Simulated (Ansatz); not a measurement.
# Ge2Sb2Te5 (P-3m1) in Ansatz: relaxation of cell and atoms with RPBE+D4

Aim: the relaxation of cell and atoms of Ge2Sb2Te5 with RPBE+D4.

Program: Ansatz 0.2.0. These are calculated values, not measurements. Logs are shortened: lines on timing, memory, paths and dates and some standing lists are left out, and cuts for length are marked.

## Step 1: The crystal as given

The structure is trigonal, space group P-3m1 (No. 164). The conventional cell has a = 4.294 Å, b = 4.294 Å, c = 17.101 Å, α = 90.00°, β = 90.00°, γ = 120.00°. Around Te (site symmetry 3m) lie 3 Sb at 3.01 Å. Around Te (site symmetry 3m) lie 3 Ge at 3.00 Å and 3 Sb at 3.20 Å. Around Te (site symmetry -3m) lie 6 Ge at 3.04 Å. Sb (site symmetry 3m) has 6 Te at 3.01 to 3.20 Å as nearest neighbours. Ge (site symmetry 3m) has 6 Te at 3.00 to 3.04 Å as nearest neighbours.

The cell comes from a database or a generator and needn't be the stable form of this composition.

## Step 2: Relaxation of cell and atoms, RPBE+D4

Contents of input.yaml:

```yaml
crystal:
  lattice:
    - [4.2940644248, 0.0, 0.0]
    - [-2.1470322124, 3.7187688774, 0.0]
    - [0.0, 0.0, 17.101346]
  atoms:
    - { symbol: Te, position: [0.6666666667, 0.3333333333, 0.419892] }
    - { symbol: Te, position: [0.3333333333, 0.6666666667, 0.580108] }
    - { symbol: Te, position: [0.3333333333, 0.6666666667, 0.201542] }
    - { symbol: Te, position: [0.6666666667, 0.3333333333, 0.798458] }
    - { symbol: Te, position: [0.0, 0.0, 0.0] }
    - { symbol: Sb, position: [0.0, 0.0, 0.320068] }
    - { symbol: Sb, position: [0.0, 0.0, 0.679932] }
    - { symbol: Ge, position: [0.6666666667, 0.3333333333, 0.102895] }
    - { symbol: Ge, position: [0.3333333333, 0.6666666667, 0.897105] }
hamiltonian:
  xc: rpbe
  pseudopotentials: { kind: paw }
  dispersion: d4
kpoints:
  mp_grid: { grid: [7, 7, 2] }
scf:
  occupations: { method: fermi_dirac, width: 0.05 }
output:
  forces: true
  stress: true
  eigenvalues: true
relax:
  f_tol: 0.01
  max_steps: 40
  cell: { stress_tol: 0.05 }
```

Potentials or basis: Ansatz PAW.

Command:

```bash
ansatz run input.yaml --threads 4 --pin off --max-ram 11264MiB --backend cpu --events-out ev --progress --plain --runs-dir out
```

Output:

```text
Warning: RAYON_NUM_THREADS=4 ignored (pool sized by the plan → 4); use --threads N
Engine: ansatz 0.2.0, aarch64-unknown-linux-gnu
Pseudopotentials: kind: paw
Pseudopotential: Te, paw, valence charge 16, recommended cutoff 420 eV (normal), Te.paw.azcp
Pseudopotential: Sb, paw, valence charge 15, recommended cutoff 420 eV (normal), Sb.paw.azcp
Pseudopotential: Ge, paw, valence charge 14, recommended cutoff 420 eV (normal), Ge.paw.azcp
Functional definition: RPBE
  parameter kappa = 0.804
  parameter beta = 0.06672455060314922
  exchange = rpbe_x(kappa = kappa, mu = beta*pi^2/3)
  correlation = pbe_c(beta = beta)
Crystal: 9 atoms, lattice volume = 273.085 Å³
Basis set: ecut = 420 eV, 5295 PW (Γ), exchange–correlation on 60×60×240 points (8 copies of the dense FFT grid, shifted against one another)
Bands: 83, of which v1, the nominal top of the filled ones, is band 69 counted from 1 (68 counted from 0)
Symmetry: 12 space group operations
Space group: P-3m1 (ITA 164), of the structure as read, at distance tolerance 6.5e-5 Å
k-points: 16 of 98
Non-local potential: Te, projectors of the file, l = 0: 2, l = 1: 2, l = 2: 2, l = 3: 2
Non-local potential: Sb, projectors of the file, l = 0: 2, l = 1: 2, l = 2: 2, l = 3: 2
Non-local potential: Ge, projectors of the file, l = 0: 2, l = 1: 2, l = 2: 3, l = 3: 1
PAW form: soft (Blöchl's): semilocal exchange-correlation on the pseudo side does not see the compensation charge
PAW frozen core: Te, regenerated for the run's functional, and the local potential with it (the file was generated under x = pbe(κ = 0.804, μ = 0.2195149727645171), c = pbe(β = 0.06672455060314922))
PAW frozen core: Sb, regenerated for the run's functional, and the local potential with it (the file was generated under x = pbe(κ = 0.804, μ = 0.2195149727645171), c = pbe(β = 0.06672455060314922))
PAW frozen core: Ge, regenerated for the run's functional, and the local potential with it (the file was generated under x = pbe(κ = 0.804, μ = 0.2195149727645171), c = pbe(β = 0.06672455060314922))
PAW one-centre angular grid: Te, 590 points (default); XC on 64 Gauss nodes
PAW one-centre angular grid: Sb, 590 points (default); XC on 64 Gauss nodes
PAW one-centre angular grid: Ge, 590 points (default); XC on 64 Gauss nodes
Initial density: superposition of atomic densities (neutral atoms: chi_scale 0, normalization atom), corrected by the library's trained network
Initial wavefunctions: pseudopotential atomic-orbital guess
Functional: x = rpbe, c = pbe(β = 0.06672455060314922)
SCF iter   1: F=—  HF=-56540.306336 eV  |F-HF|=—  |Δ(HF+E_count)|=         —  Δρ=2.33e-3  dr2=1.01e-1  ethr=1.77e-3  ⟨swp⟩=6.7  Hψ=5085  notcnv=0  defer=11
preconditioner: auto → Resta (q_TF=auto, 2.435 Å⁻¹)  ε∞=4.6  [insulator: Δε(μ)=0.265 eV  Ē_g=8.239 eV  σ=0.050 eV  W_gap=0.85  n_scr=66 (ndim 8)  ℏωp=15.6 eV  f_vac=0.012  D(μ)=0.09/eV (n_scr^D=0)  ε∞_Penn≈4.6]
SCF iter   2: F=—  HF=-56540.302330 eV  |F-HF|=—  |Δ(HF+E_count)|=   4.01e-3  Δρ=1.76e-3  dr2=1.50e-1  ethr=7.31e-5  ⟨swp⟩=2.7  Hψ=1973  notcnv=0  defer=72
SCF iter   3: F=—  HF=-56540.295695 eV  |F-HF|=—  |Δ(HF+E_count)|=   6.63e-3  Δρ=7.81e-4  dr2=1.01e-2  ethr=7.31e-5  ⟨swp⟩=2.0  Hψ=1415  notcnv=0  defer=72
SCF iter   4: F=—  HF=-56540.295920 eV  |F-HF|=—  |Δ(HF+E_count)|=   2.26e-4  Δρ=3.87e-4  dr2=4.77e-4  ethr=7.32e-6  ⟨swp⟩=1.1  Hψ=1260  notcnv=0  defer=72
SCF iter   5: F=—  HF=-56540.296234 eV  |F-HF|=—  |Δ(HF+E_count)|=   3.14e-4  Δρ=1.02e-4  dr2=4.98e-5  ethr=3.45e-7  ⟨swp⟩=2.0  Hψ=1635  notcnv=0  defer=72
SCF iter   6: F=—  HF=-56540.296113 eV  |F-HF|=—  |Δ(HF+E_count)|=   1.21e-4  Δρ=4.39e-5  dr2=8.86e-6  ethr=3.61e-8  ⟨swp⟩=2.0  Hψ=1823  notcnv=0  defer=77
SCF iter   7: F=—  HF=-56540.296128 eV  |F-HF|=—  |Δ(HF+E_count)|=   1.56e-5  Δρ=1.55e-5  dr2=9.61e-7  ethr=6.42e-9  ⟨swp⟩=2.0  Hψ=1647  notcnv=0  defer=77
SCF iter   8: F=-56540.296131 eV  HF=-56540.296131 eV  |F-HF|=1.94e-7  |Δ(HF+E_count)|=   2.76e-6  Δρ=4.38e-6  dr2=7.29e-8  ethr=7.25e-11  ⟨swp⟩=10.6  Hψ=6811  notcnv=0
[... 88 lines left out ...]
Entropy (-TS):   -0.003376 eV (-0.375 meV/atom)
Fermi energy:    10.535039 eV
--- Per-component energies (eV) ---
  E_band       = -1796.548159
  E_kinetic    = 1535.617415
  E_local      = -14109.417336  (includes V_loc(G=0)·N_el)
  E_nonlocal   = -7.167655
  E_hartree    = 7555.246619
  E_xc         = -1051.974430
  E_vxc        = -842.305261  (∫ρ·V_xc dr)
  E_paw        = -36561.844295  (= ΣΔE_a)
  E_vpaw       = -3483.768368  (= ΣTr[D̂ρ^β])
  E_aug_tail   = -0.000261  (compensation charges beyond the density's cutoff)
  E_ewald      = -13892.214406
  E_disp       = -8.132314  (pairwise vdW)
  E_core_change = -0.578377  (= ΣΔE_core)
  E_smearing   = -0.003376  (= −TS)
  E_closure    = -0.000000  (closes the sum)
  Σ components = -56540.468414   (vs F -56540.468414, Δ=0.00e0)
--- Forces (eV/Å), atoms counted from 1 ---
  atom   1  Te    -0.00000000     0.00000000     0.00098491
  atom   2  Te    -0.00000000    -0.00000000    -0.00098491
  atom   3  Te     0.00000000     0.00000000     0.00108127
  atom   4  Te     0.00000000    -0.00000000    -0.00108127
  atom   5  Te     0.00000000     0.00000000     0.00000000
  atom   6  Sb     0.00000000    -0.00000000    -0.00014447
  atom   7  Sb    -0.00000000     0.00000000     0.00014447
  atom   8  Ge     0.00000000    -0.00000000    -0.00070969
  atom   9  Ge     0.00000000     0.00000000     0.00070969
  max |Σ_I F_I| component: 2.31e-18 eV/Å
--- Stress (GPa, compression-positive) ---
        0.004337       0.000000       0.000000
       -0.000000       0.004337       0.000000
        0.000000       0.000000      -0.001169
  P = ⅓ Tr σ = 0.0025 GPa (0.025 kbar)
--- Band table (eV; the first three rows and the last of 16) ---
  k-point 0: bands = ["-26.8807", "-26.8807", "-26.8773", "-26.8751", "-26.8722", "-26.8722", "-26.8687", "-26.8687", "-26.8684", "-26.8684", "-26.7415", "-26.7415", "-26.7374", "-26.7374", "-26.7374", "-26.7374", "-26.7211", "-26.7211", "-26.7211", "-26.7211", "-26.6836", "-26.6836", "-26.6796", "-26.6796", "-26.6784", "-19.4177", "-19.4177", "-19.4174", "-19.4174", "-19.4174", "-19.4174", "-19.4139", "-19.4139", "-19.4139", "-19.4139", "-14.6027", "-14.6027", "-14.6012", "-14.6012", "-14.5964", "-14.5963", "-14.5959", "-14.5959", "-14.5946", "-14.5946", "-3.2298", "-2.8844", "-2.6821", "-1.6840", "-1.4604", "1.4817", "1.5707", "3.5362", "4.6719", "7.5563", "8.2349", "8.2349", "8.3276", "8.3471", "8.3471", "8.5674", "8.5674", "8.6833", "8.6833", "9.0196", "9.0196", "9.4384", "9.6623", "10.5699", "10.5699", "10.5801", "10.8007", "11.3465", "11.3465", "11.6087", "11.8496", "11.8496", "12.1815", "13.2293", "13.2812", "13.2812", "15.0302", "15.1159"]
  k-point 1: bands = ["-26.8807", "-26.8807", "-26.8773", "-26.8751", "-26.8722", "-26.8722", "-26.8687", "-26.8687", "-26.8684", "-26.8684", "-26.7415", "-26.7415", "-26.7374", "-26.7374", "-26.7374", "-26.7374", "-26.7211", "-26.7211", "-26.7211", "-26.7211", "-26.6836", "-26.6836", "-26.6796", "-26.6796", "-26.6784", "-19.4177", "-19.4177", "-19.4174", "-19.4174", "-19.4174", "-19.4174", "-19.4139", "-19.4139", "-19.4139", "-19.4139", "-14.6027", "-14.6027", "-14.6012", "-14.6012", "-14.5964", "-14.5963", "-14.5959", "-14.5959", "-14.5946", "-14.5946", "-3.1254", "-3.1185", "-2.3649", "-2.0963", "-1.1838", "0.9978", "2.3047", "3.0367", "4.9532", "7.2806", "8.2388", "8.2388", "8.3502", "8.3502", "8.5040", "8.5040", "8.7533", "8.8487", "8.8487", "8.8939", "8.8939", "9.0648", "9.8566", "10.3760", "10.8153", "10.8153", "10.9336", "10.9336", "11.1479", "11.3346", "12.1255", "12.1255", "12.2594", "13.1649", "13.1649", "13.2528", "14.9806", "15.1874"]
  k-point 2: bands = ["-26.8807", "-26.8807", "-26.8767", "-26.8753", "-26.8722", "-26.8718", "-26.8688", "-26.8685", "-26.8684", "-26.8682", "-26.7413", "-26.7413", "-26.7376", "-26.7376", "-26.7375", "-26.7375", "-26.7211", "-26.7211", "-26.7207", "-26.7207", "-26.6836", "-26.6832", "-26.6797", "-26.6795", "-26.6782", "-19.4179", "-19.4179", "-19.4168", "-19.4168", "-19.4163", "-19.4163", "-19.4147", "-19.4147", "-19.4141", "-19.4141", "-14.6034", "-14.6024", "-14.6017", "-14.6009", "-14.5964", "-14.5961", "-14.5956", "-14.5956", "-14.5947", "-14.5943", "-3.0338", "-2.6933", "-2.4997", "-1.5352", "-1.3318", "1.5422", "1.6048", "3.2256", "4.2188", "6.6516", "7.0041", "7.1725", "7.5904", "7.6510", "7.7647", "7.8530", "8.2939", "8.5901", "8.6984", "9.0151", "9.1831", "9.2191", "9.6034", "10.3002", "10.9123", "11.0217", "11.4343", "11.7321", "11.7587", "11.9433", "12.4245", "12.4962", "13.0320", "13.4750", "13.5433", "13.9761", "14.3831", "14.9896"]
  k-point 15: bands = ["-26.8815", "-26.8790", "-26.8775", "-26.8734", "-26.8724", "-26.8698", "-26.8695", "-26.8682", "-26.8679", "-26.8674", "-26.7403", "-26.7403", "-26.7381", "-26.7381", "-26.7379", "-26.7379", "-26.7202", "-26.7202", "-26.7195", "-26.7195", "-26.6831", "-26.6825", "-26.6799", "-26.6795", "-26.6771", "-19.4182", "-19.4182", "-19.4162", "-19.4162", "-19.4150", "-19.4150", "-19.4147", "-19.4147", "-19.4127", "-19.4127", "-14.6052", "-14.6039", "-14.6028", "-14.6014", "-14.5957", "-14.5956", "-14.5946", "-14.5943", "-14.5939", "-14.5932", "-1.1928", "-1.1592", "-0.9033", "-0.8902", "-0.7401", "0.6879", "0.7105", "1.7012", "1.7770", "4.9465", "5.0011", "5.3145", "5.4142", "5.5274", "6.1933", "6.3062", "6.6503", "6.7644", "7.6010", "7.8390", "8.6963", "8.9182", "9.1818", "9.4534", "11.2363", "11.4433", "12.0460", "12.0953", "12.8374", "13.0091", "14.0766", "14.2734", "14.3464", "15.1983", "15.2783", "15.3456", "15.4370", "15.5737"]
--- Relaxed structure (6 steps of the walk, 6 accepted, 1 SCFs on fresh bases) ---
  F+E_penalty+E_count = -56540.46841428 eV   max|allowed force component| = 1.081e-3 eV/Å   (the final SCF, on the basis selected at the relaxed cell)
  cell:  # Å, volume = 254.6379 Å³
    - [4.189966379254143, -3.0592920454197773e-33, 7.13834810597948e-33]
    - [-2.0949831896270714, 3.6286173254367906, 5.619007035507962e-32]
    - [3.0459493971118945e-32, 2.382609306185304e-31, 16.74832625559348]
  atoms:
    - { symbol: Te, position: [0.6666666666666666, 0.33333333333333326, 0.4224577638470916] }
    - { symbol: Te, position: [0.33333333333333326, 0.6666666666666665, 0.5775422361529085] }
    - { symbol: Te, position: [0.33333333333333326, 0.6666666666666665, 0.19925436630600135] }
    - { symbol: Te, position: [0.6666666666666666, 0.33333333333333326, 0.8007456336939986] }
    - { symbol: Te, position: [-3.5048640546206725e-34, 1.071753893618502e-34, -2.3950599407988863e-19] }
    - { symbol: Sb, position: [1.845775696531528e-33, -2.769296973443781e-34, 0.31849518966264184] }
    - { symbol: Sb, position: [1.848874292538297e-33, 3.272805514069923e-34, 0.6815048103373581] }
    - { symbol: Ge, position: [0.6666666666666666, 0.33333333333333326, 0.10080453962826035] }
    - { symbol: Ge, position: [0.33333333333333326, 0.6666666666666665, 0.8991954603717398] }
```

Wall time 42 s (4 threads of Arm Neoverse V2, shared host); peak memory 1 GiB.

What came out:

| Property | Result |
| --- | --- |
| Free energy | -56540.4684 eV |
| Relaxed volume | 28.29 Å³/atom |
| Relaxed cell | a = 4.190 Å, b = 4.190 Å, c = 16.748 Å, α = 90.00°, β = 90.00°, γ = 120.00° |
| Space group after relaxing (to 0.05 Å) | P-3m1 (No. 164) |
| Energy gained by relaxing | 19.1 meV/atom |
| Ionic steps | 7 |
| Pressure after relaxing | 0.0 GPa |
| Band gap on the k mesh | none (metal or under the smearing width) |

The path:
| step | energy change (eV) | largest force (eV/Å) | volume (Å³) |
| --- | --- | --- | --- |
| 1 | 0.0000 | 0.1918 | 273.09 |
| 2 | -0.1096 | 0.5677 | 253.43 |
| 3 | -0.1277 | 0.2526 | 248.63 |
| 4 | -0.1677 | 0.0713 | 257.70 |
| 5 | -0.1753 | 0.0182 | 254.66 |
| 6 | -0.1754 | 0.0012 | 254.64 |
| 7 | -0.1723 | 0.0011 | 254.64 |

Final structure:
```yaml
crystal:
  lattice:
    - [4.18997, 0.00000, 0.00000]
    - [-2.09498, 3.62862, 0.00000]
    - [0.00000, 0.00000, 16.74833]
  atoms:
    - { symbol: Te, position: [0.66667, 0.33333, 0.42246] }
    - { symbol: Te, position: [0.33333, 0.66667, 0.57754] }
    - { symbol: Te, position: [0.33333, 0.66667, 0.19925] }
    - { symbol: Te, position: [0.66667, 0.33333, 0.80075] }
    - { symbol: Te, position: [0.00000, 0.00000, 0.00000] }
    - { symbol: Sb, position: [0.00000, 0.00000, 0.31850] }
    - { symbol: Sb, position: [0.00000, 0.00000, 0.68150] }
    - { symbol: Ge, position: [0.66667, 0.33333, 0.10080] }
    - { symbol: Ge, position: [0.33333, 0.66667, 0.89920] }
```

Caveat: the plane-wave basis is chosen anew once the cell has moved, so the energies of steps on either side of that aren't comparable; pairwise dispersion overbinds metals, which lowers pressure and volume; the PAW data sets come from PBE, with cores solved anew for the run's functional, which leaves a small shift of forces and pressure. The run has no spin-orbit coupling, so splittings on Sb, Te are missing.
